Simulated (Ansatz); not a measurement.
# AlN: the cost of one run

Method: DFT LDA, scalar-relativistic, plane waves, PAW, in Ansatz 0.2.0.

1 further run of the same task is left out (set aside as unsound or not needed).

## 1. The system as given

Symmetry: F-43m, No. 216, cubic system. Conventional cell: a = 4.342 Å, b = 4.342 Å, c = 4.342 Å, α = 90.00°, β = 90.00°, γ = 90.00°. Around Al (site symmetry -43m) lie 4 N at 1.88 Å. N (site symmetry -43m) has 4 Al at 1.88 Å as nearest neighbours.

As a file:

```xyz
2
Lattice="0.0000 2.1711 2.1711 2.1711 0.0000 2.1711 2.1711 2.1711 0.0000" Properties=species:S:1:pos:R:3 pbc="T T T"
Al    0.0000    0.0000    0.0000
N     3.2567    3.2567    3.2567
```

It goes back to an entry of the Materials Project, which need not be the stable form.

This cell was relaxed beforehand with the same method: volume 10.23 Å³/atom, gap on the mesh 3.25 eV.

## 2. Relaxing at 16 GPa

At a set pressure the run lowers the enthalpy E + PV, so the energy alone may rise along the way.

input.yaml reads:

```yaml
crystal:
  lattice:
    - [0.0, 2.171140687, 2.171140687]
    - [2.171140687, 0.0, 2.171140687]
    - [2.171140687, 2.171140687, 0.0]
  atoms:
    - { symbol: Al, position: [0.0, 0.0, 0.0] }
    - { symbol: "N", position: [0.75, 0.75, 0.75] }
basis:
  ecutwfc: 420
kpoints:
  mp_grid: { grid: [10, 10, 10] }
hamiltonian:
  xc: lda
scf:
  occupations: { method: fixed }
output:
  forces: true
  stress: true
  eigenvalues: true
relax:
  adjacent_minimum: "off"
  f_tol: 0.001
  max_steps: 60
  cell: { stress_tol: 0.02, p_target: 16.0 }
```

The run is started by

```console
$ ansatz run input.yaml --threads 1 --pin off --max-ram 3072MiB --backend cpu --events-out ev --progress --plain --runs-dir out
```

What time and memory should one allow on 1 thread of Intel Xeon Platinum 8488C (Sapphire Rapids), shared host?

About 6.7 s, with a peak of 0.34 GiB.
